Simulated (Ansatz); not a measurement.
# BaZrO3, space group Pm-3m: a comparison of norm-conserving and PAW potentials

Computed with Ansatz 0.2.0 through its Python package.

Run as a notebook:

**Cell 1**
```python
import ansatz as az
import numpy as np


def count_gap(report):
    # lowest empty less highest filled band, counting bands; zero where they overlap
    return max(report.get("gap_by_band_count_ev") or 0.0, 0.0)
```

**Cell 2**
```python
xtal = (
    az.Lattice.from_parameters(4.19134, 4.19134, 4.19134, alpha=90.0, beta=90.0, gamma=90.0)
    .atom("Ba", [0.0, 0.0, 0.0])
    .atom("Zr", [0.5, 0.5, 0.5])
    .atom("O", [0.0, 0.5, 0.5])
    .atom("O", [0.5, 0.0, 0.5])
    .atom("O", [0.5, 0.5, 0.0])
)
```

**Cell 3**
```python
[site.symbol for site in xtal.resolved().sites]
```
Output:
```text
['Ba', 'Zr', 'O', 'O', 'O']
```

**Cell 4**
```python
base = xtal.calculation()
base = base.functional(az.Functional.PBE).occupations("fixed")
base = base.scf(tolerance=1e-10)
base = base.kpoints(mesh=(4, 4, 4))
base = base.stress()
base = base.forces().band_table()
variants = {
    "PAW": base.pseudopotentials("paw"),
    "norm-conserving": base.pseudopotentials("nc"),
}
# totals differ by the cores that each treatment holds, so compare what does not depend on them
rows = []
for label, variant in variants.items():
    rep = variant.run(threads=1).report
    levels = np.array(rep["eigenvalues_ev"][0]) - rep["fermi_energy_ev"]
    print(label, "levels at the first k-point near E_F:", np.round(levels[np.abs(levels) < 5], 3))
    rows.append((label, rep["n_electrons"], np.trace(rep["stress_gpa"]) / 3, count_gap(rep)))
print("     treatment  electrons in bands           P GPa  gap by band count eV")
for row in rows:
    print(f"{str(row[0]):>14s}  {row[1]:18.1f}  {row[2]:14.3f}  {row[3]:20.3f}")
```
Output:
```text
DeckWarning: basis.ecutwfc = 420 eV, auto-derived from the records' recommended cutoffs: set by Ba (normal level)
PAW levels at the first k-point near E_F: [-1.428 -1.428 -1.428 -0.999 -0.999 -0.999 -0.196 -0.196 -0.196  3.234
  3.234  3.234  4.749  4.749]
DeckWarning: basis.ecutwfc = 1240 eV, auto-derived from the records' recommended cutoffs: set by O (normal level)
norm-conserving levels at the first k-point near E_F: [-1.425 -1.425 -1.425 -0.997 -0.997 -0.997 -0.195 -0.195 -0.195  3.233
  3.233  3.233  4.753  4.753]
     treatment  electrons in bands           P GPa  gap by band count eV
           PAW                40.0           4.072                 3.234
norm-conserving                40.0           4.012                 3.233
```

PAW gives 4.072 GPa and norm-conserving 4.012 GPa, 0.06 GPa apart. They took 1.6 and 6.3 s of processor time.

What to keep in mind:
- No spin polarisation was allowed.
- Semilocal gaps usually lie well under measured ones.
- The computed bands are complete only to about 4.7 eV above the Fermi level.
- The Fermi level of a run with fixed occupations marks the highest occupied state on its mesh, not mid-gap.
- The structure is a deposited one; some such entries were measured under pressure or heat, so a shift against it needn't be the functional's error alone.
- Levels are Kohn-Sham eigenvalues on this mesh, without spin-orbit coupling.
- Warnings are shown shortened and without file and line.
- Stress is positive in compression.
- It ran for 8.4 s on 1 thread of Arm Neoverse V1 (shared host), peak memory 0.52 GiB.
